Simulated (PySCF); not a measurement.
# CdCl2 (CdCl2): the cost of one run

Programs: PySCF 2.14.0, with routines of our own; each step states its level. All values are computed. Atoms count from 0.

### 1 The system as given

3 atoms, charge 0, multiplicity 1; geometry from: GFN1-xTB.

### 2 Relaxing the molecule at PBE0-D3(BJ)/def2-SVP

Job settings and geometry (Å):

```
{"job": {"xc": "PBE0", "basis": "def2-SVP", "d3": "d3bj", "grid": 1, "maxiter": 30, "shake": 0.03, "kind": "geom"}, "charge": 0, "multiplicity": 1}
Cd     0.058570    -0.078200     0.012220
Cl    -0.031830    -0.033040     2.227180
Cl    -0.043140     0.014030    -2.259290
```

The run is started by

```sh
> OMP_NUM_THREADS=1 python heavy_run.py task.json out
```

One launch serves the whole session: the jobs run in the order shown.

**Question.** How long does this first job take on 1 thread of Arm Neoverse V1, shared host, and how much memory does it need?

About 8.5 s, with a peak of 0.26 GiB.
